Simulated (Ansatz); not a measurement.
# Si4F: the cost of one run

Program: Ansatz 0.2.0. Level of theory: DFT PBE, scalar-relativistic, plane waves, PAW. These are calculated values, not measurements.

1 further run of the same task is left out (it didn't finish).

**1. The structure to begin with**

It takes space group P6/mmm (No. 191, hexagonal). Conventional cell: a = 4.869 Å, b = 4.869 Å, c = 4.121 Å, α = 90.00°, β = 90.00°, γ = 120.00°. Around Si (site symmetry 6/mmm) lie 2 F at 2.06 Å. Si (site symmetry mmm) has 2 F at 2.43 Å and 4 Si at 2.43 Å as nearest neighbours. Around F (site symmetry 6/mmm) lie 2 Si at 2.06 Å.

As a file:

```
CELL_PARAMETERS angstrom
4.86943 0.00000 0.00000
-2.43472 4.21705 0.00000
0.00000 0.00000 4.12090
ATOMIC_POSITIONS crystal
Si 0.00000 0.00000 0.50000
Si 0.50000 0.00000 0.00000
Si 0.00000 0.50000 0.00000
Si 0.50000 0.50000 0.00000
F 0.00000 0.00000 0.00000
```

Recipe of the guess: random cell by space group and Wyckoff sites (P6/mmm, No. 191). Lengths come from tabulated atomic sizes and are only a guess.

**2. The guess as it stands, on a coarse mesh**

input.yaml

```yaml
crystal:
  lattice:
    - [4.86943013, 0.0, 0.0]
    - [-2.43471507, 4.2170502, 0.0]
    - [0.0, 0.0, 4.12089758]
  atoms:
    - { symbol: Si, position: [0.0, 0.0, 0.5] }
    - { symbol: Si, position: [0.5, 0.0, 0.0] }
    - { symbol: Si, position: [0.0, 0.5, 0.0] }
    - { symbol: Si, position: [0.5, 0.5, 0.0] }
    - { symbol: F, position: [0.0, 0.0, 0.0] }
basis:
  ecutwfc: 420
kpoints:
  mp_grid: { grid: [6, 6, 4] }
hamiltonian:
  xc: pbe
scf:
  occupations: { method: gaussian, width: 0.1 }
  lower_state_search: "off"
output:
  forces: true
  stress: true
  eigenvalues: true
```

The run is started by

```bash
$ ansatz run input.yaml --threads 1 --pin off --max-ram 2560MiB --backend cpu --events-out ev --progress --plain --runs-dir out
```

What time and memory should one allow on 1 thread of Intel Xeon 6975P-C (Granite Rapids), shared host?

About 1.9 s, with a peak of 0.39 GiB.
